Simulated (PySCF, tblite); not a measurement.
**C7H9ClN2: geometry, infrared bands and NMR shifts**

What infrared bands and NMR shifts should C7H9ClN2 (`CNNc1ccc(Cl)cc1`) show?

The runs use tblite 0.8.0 and PySCF 2.14.0, with density-fitted response routines of our own; the level of theory stands in each step. All values are computed, except where a source is named. Atoms count from 0, in the outputs and in this text.

### 1 The molecule as given

19 atoms, charge 0, multiplicity 1; geometry from: force field or distance geometry start.

Bonds of the start (Å): C0–N1 1.44, N1–N2 1.40, N2–C3 1.40, C3–C4 1.39, C4–C5 1.39, C5–C6 1.40, C6–Cl7 1.73, C6–C8 1.39, C8–C9 1.41, C9–C3 1.41, C0–H10 1.09, C0–H11 1.10, C0–H12 1.11, N1–H13 1.03, N2–H14 1.02, C4–H15 1.08, C5–H16 1.08, C8–H17 1.08, C9–H18 1.09.

### 2 Relaxing the molecule with GFN2-xTB

What the job is given:

```
{"job": {"kind": "relax", "xc": "GFN2-xTB", "basis": "xTB"}, "charge": 0, "multiplicity": 1}
C     -3.213500     0.501200     0.140500
N     -2.050700    -0.102000     0.739200
N     -1.154100    -0.511200    -0.251000
C      0.216100    -0.264200    -0.157400
C      1.071900    -0.761300    -1.139800
C      2.447900    -0.537500    -1.089200
C      2.990800     0.187500    -0.028100
Cl     4.692500     0.464900     0.056900
C      2.164900     0.681900     0.974400
C      0.776900     0.457400     0.911000
H     -2.952600     1.380900    -0.454900
H     -3.762700    -0.209200    -0.495000
H     -3.912200     0.838100     0.937400
H     -2.319900    -0.905700     1.321400
H     -1.483800    -1.083700    -1.023100
H      0.668100    -1.319500    -1.974300
H      3.098000    -0.922900    -1.866800
H      2.569300     1.247900     1.802800
H      0.143400     0.866700     1.694800
```

Run with:

```bash
$ OMP_NUM_THREADS=1 python probes_run.py task.json out
```

The driver reads the jobs from task.json and runs them one after another.

**Question.** This job is followed by: GFN2-xTB harmonic vibrations, gas phase; GIAO PBE0/pcSseg-1 NMR shielding, non-relativistic, gas phase. Predict these results of the whole session: strongest single infrared mode (GFN2-xTB); zero-point energy (GFN2-xTB); ¹³C shifts against TMS (PBE0/pcSseg-1, means over atoms taken as alike); ¹H shifts against TMS (PBE0/pcSseg-1, means over atoms taken as alike); ¹⁵N shifts against NH3 (PBE0/pcSseg-1); ³⁵Cl shifts against HCl (PBE0/pcSseg-1).

As calculated:

```
                                                               quantity                                 value
                              strongest single infrared mode (GFN2-xTB)                 1490 cm⁻¹, 172 km/mol
                                           zero-point energy (GFN2-xTB)                         92.3 kcal/mol
¹³C shifts against TMS (PBE0/pcSseg-1, means over atoms taken as alike)  151.1, 135.4, 131.9, 114.7, 42.1 ppm
 ¹H shifts against TMS (PBE0/pcSseg-1, means over atoms taken as alike)      7.37, 6.97, 4.47, 2.87, 2.73 ppm
                                 ¹⁵N shifts against NH3 (PBE0/pcSseg-1)                       130.9, 83.8 ppm
                                ³⁵Cl shifts against HCl (PBE0/pcSseg-1)                               210 ppm
```

In words: The optimisation took 63 steps and gained 0.094 eV; among the close pairs (by a distance rule), C8–C9 changed most, from 1.407 to 1.379 Å. No mode is imaginary among the 51: a minimum at this level. GFN2-xTB is a fitted tight-binding method: band positions and strengths are rough. Its intensities can rank the bands wrongly. At PBE0/pcSseg-1: The largest span, 456 ppm, is at Cl7, where the paramagnetic term is -403 ppm. NICS(1)zz of -24 ppm above the planar ring from C3 marks a diatropic (aromatic) ring current.
